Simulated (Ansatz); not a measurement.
## F2H3SSi2, SMILES F[SiH](F)S[SiH2]: vertical spin-state energies, step by step

With Ansatz 0.2.0 through its Python package.

At the Python prompt:
```pycon
>>> import warnings
>>> import ansatz as az
>>> GEOMETRY = """
... F    -0.14930    1.95420   -0.09350
... Si   -0.21080    0.90060    1.06110
... F     1.26910    0.62320    1.50890
... S    -0.97070   -0.89910    0.32120
... Si    0.47980   -1.13400   -1.17660
... H    -0.99930    1.41370    2.21200
... H     0.08080   -0.37010   -2.35890
... H     0.59260   -2.54560   -1.53010
... """
>>> warnings.simplefilter("ignore", az.DeckWarning)
>>> f2h3ssi2 = az.Crystal.molecule()
>>> for line in GEOMETRY.strip().splitlines():
...     symbol, *xyz = line.split()
...     f2h3ssi2 = f2h3ssi2.atom(symbol, [float(v) for v in xyz])
...
>>> base = f2h3ssi2.calculation()
>>> base = base.basis(gaussian="6-31G").functional("cam_b3lyp")
>>> found = {}
>>> for unpaired in [1, 3]:
...     rep = base.spin("collinear", total=unpaired).run(threads=1, backend="cpu").report
...     s = unpaired / 2
...     found[unpaired] = rep["free_energy_ev"]
...     print(f"2S+1 = {unpaired + 1}: E = {found[unpaired]:.5f} eV, <S^2> = {abs(rep['mean_field']['state']['spin_squared']):.3f} (pure state {s * (s + 1):.2f})")
...
2S+1 = 2: E = -32068.74209 eV, <S^2> = 0.751 (pure state 0.75)
2S+1 = 4: E = -32062.17483 eV, <S^2> = 3.753 (pure state 3.75)
>>> lowest = min(found, key=found.get)
>>> for unpaired, e in found.items():
...     print(f"multiplicity {unpaired + 1}: {(e - found[lowest]):.3f} eV above the lowest")
...
multiplicity 2: 0.000 eV above the lowest
multiplicity 4: 6.567 eV above the lowest
```

In order: multiplicity 2 (+0.00 eV) and multiplicity 4 (+6.57 eV), all at the one geometry.

Caveats:
- The settings weren't tested for convergence.
- The geometry is a force-field or estimated start, not a minimum of this method, and the basis set is short of its limit. All parts are taken at fixed geometry, without zero-point energy.
- The run takes the species as open-shell (spin multiplicity 2), which needn't be its ground state.
- Wall time of the script: 17 s on 1 thread of Arm Neoverse V1, on a shared host, peak memory 0.28 GiB.
